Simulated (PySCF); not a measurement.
# IrO2: a search over shapes

Aim: find the stationary points of IrO2 from linear, bent and side-on starts in the quartet state, tell minima from saddle points, and describe the lowest.

Computed with PySCF 2.14.0. Level: PBE0, basis Ir dyall-v2z, O def2-TZVP, no relativity, density fitting.

**1. Where the work starts**

3 atoms, charge 0, spin multiplicity 4.

Bond lengths: Ir1–O2 1.720 Å, Ir1–O3 1.720 Å. Angles: O2–Ir1–O3 180.0°.

Coordinates in bohr (charge 0 multiplicity 4):
```
Ir    0.0000    0.0000    0.0000
O     0.0000    0.0000    3.2503
O     0.0000    0.0000   -3.2503
```

**2. The SCF at the typed geometry**

The steps below are one call of a driver around PySCF. For each, scf.py gives the equivalent set-up of the SCF; relaxations use the driver's own optimiser. After this first run the driver tries any further starts and a stability analysis.

scf.py reads:

```python
from pyscf import gto, scf, dft
mol = gto.M(atom='''
Ir     0.000000     0.000000     0.000000
O      0.000000     0.000000     1.720000
O      0.000000     0.000000    -1.720000''',
    basis={'Ir': 'dyall-v2z', 'O': 'def2-TZVP'},
    charge=0, spin=3)
mf = dft.UKS(mol, xc='PBE0')
mf.grids.atom_grid = (50, 194)
aux = {'Ir': 'AutoAux', 'O': 'def2-universal-JKFIT'}  # AutoAux: made from the orbital basis by basis_set_exchange (get_aux=1)
mf = mf.density_fit(auxbasis=aux)
mf.conv_tol = 1e-08
mf.diis_space = 10
mf.max_cycle = 60
mf.init_guess = 'minao'
mf.verbose = 4
mf.kernel()
```

Run with:

```
OMP_NUM_THREADS=8 python axn.py task.json out
```

Further steps of the session: Linear start, quartet: relaxation; Hessian and properties; Following the imaginary mode; Vibrations and properties at this point; Bent start, quartet: relaxation; Frequencies; Relaxation: side-on start, quartet; Vibrations and properties at this point.

Q: Predict the outcome of this session. Wanted: lowest minimum; geometry; wavenumbers; dipole moment; highest occupied, lowest empty level; polar-tensor charge of Ir1; zero-point energy; ⟨S²⟩.

As calculated:

| quantity | value |
| --- | --- |
| lowest minimum | quartet, C2v |
| geometry | Ir–O 1.785 Å (×2); O–Ir–O 121.0° |
| wavenumbers (cm⁻¹) | 211 (a1), 647 (b2), 810 (a1) |
| dipole moment | 2.99 D |
| highest occupied, lowest empty level (either spin) | -7.30, -4.61 eV |
| polar-tensor charge of Ir1 | +0.99 e |
| zero-point energy | 10.0 kJ/mol |
| entropy at 298.15 K | 291.5 J/(mol K) |
| ⟨S²⟩ | 3.765 |

The lowest minimum found is the quartet of C2v symmetry; the next, a quartet of C2v symmetry, lies 54.1 kJ/mol higher. In the infrared the band at 647 cm⁻¹ (b2, stretch) leads. A search over typed starts can miss a lower isomer. Open d and f shells are described by one determinant, and the ground state may have another occupation or spin. With an element this heavy the missing spin–orbit coupling can shift these numbers.
